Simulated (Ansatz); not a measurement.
Born–Oppenheimer molecular dynamics of a periodic cell of 16 atoms, Si (start crystal Si, start structure diamond, volume 1.1 times the crystal's). It starts from a structure without forces on its atoms.

Method: DFT PBE-D3(BJ), scalar-relativistic, plane waves, PAW in Ansatz. Settings: accuracy low, cutoff 420 eV, k mesh 2x2x2, fermi-dirac smearing 0.24 eV, no spin polarisation.

| Quantity | Value |
| --- | --- |
| ensemble | NVT, Langevin thermostat |
| time step | 1.5 fs |
| steps asked | 80 |
| set temperature | 2800 K |
| friction | 0.02 /fs |
| seed | 135205 |

First frame:

```xyz
16
Lattice="0.0000 5.6053 5.6053 5.6053 0.0000 5.6053 5.6053 5.6053 0.0000" Properties=species:S:1:pos:R:3
Si 0.000 0.000 0.000
Si 1.401 1.401 1.401
Si 2.803 2.803 0.000
Si 4.204 4.204 1.401
Si 2.803 0.000 2.803
Si 4.204 1.401 4.204
Si 5.605 2.803 2.803
Si 7.007 4.204 4.204
Si 0.000 2.803 2.803
Si 1.401 4.204 4.204
Si 2.803 5.605 2.803
Si 4.204 7.007 4.204
Si 2.803 2.803 5.605
Si 4.204 4.204 7.007
Si 5.605 5.605 5.605
Si 7.007 7.007 7.007
```

Problem. What does the run give?

Solution. All steps were run.

```json
{
 "steps done": "80",
 "time covered": "120 fs",
 "mean temperature over the second half": "1716 K",
 "spread of the potential energy over the second half": "32.9 meV per atom",
 "mean potential energy of the second half above the start": "264.0 meV per atom"
}
```

The mean temperature of the second half is 39 % below the set value. A run of 0.12 ps of so small a system gives no equilibrium averages. Limits of this set-up: coarse k mesh, low accuracy level.

Problem. What happens to the structure?

Solution. Mean squared displacements from the first frame to the last, about the centre of mass: Si 0.17 Å². This is one draw of velocities; another would differ in detail.

Problem. How do temperature and energy run in time?

Solution. 
| time (fs) | T (K) | potential energy less start (eV) |
| --- | --- | --- |
| 0.0 | 2625 | 0.000 |
| 3.0 | 2491 | 0.125 |
| 6.0 | 2244 | 0.453 |
| 9.0 | 2092 | 0.894 |
| 12.0 | 1944 | 1.334 |
| 15.0 | 1848 | 1.818 |
| 18.0 | 1862 | 2.276 |
| 21.0 | 1543 | 2.748 |
| 24.0 | 1370 | 3.050 |
| 27.0 | 1631 | 3.233 |
| 30.0 | 1782 | 3.319 |
| 33.0 | 1786 | 3.390 |
| 36.0 | 1555 | 3.429 |
| 39.0 | 1562 | 3.465 |
| 42.0 | 1941 | 3.540 |
| 45.0 | 1813 | 3.606 |
| 48.0 | 1781 | 3.677 |
| 51.0 | 1704 | 3.649 |
| 54.0 | 1991 | 3.591 |
| 57.0 | 2216 | 3.601 |
| 60.0 | 2564 | 3.572 |
| 63.0 | 2515 | 3.576 |
| 66.0 | 2241 | 3.691 |
| 69.0 | 2076 | 3.872 |
| 72.0 | 2038 | 4.059 |
| 75.0 | 1810 | 4.237 |
| 78.0 | 1530 | 4.462 |
| 81.0 | 1494 | 4.684 |
| 84.0 | 1329 | 4.907 |
| 87.0 | 1094 | 5.104 |
| 90.0 | 1097 | 5.160 |
| 93.0 | 1148 | 5.063 |
| 96.0 | 1434 | 4.721 |
| 99.0 | 1284 | 4.408 |
| 102.0 | 1623 | 4.155 |
| 105.0 | 1527 | 3.973 |
| 108.0 | 1521 | 3.822 |
| 111.0 | 1927 | 3.740 |
| 114.0 | 1923 | 3.702 |
| 117.0 | 1822 | 3.722 |
| 120.0 | 2146 | 3.806 |

Time of the run: 8.1 min on 1 thread of Arm Neoverse V2, on a shared host, peak memory 0.76 GiB.
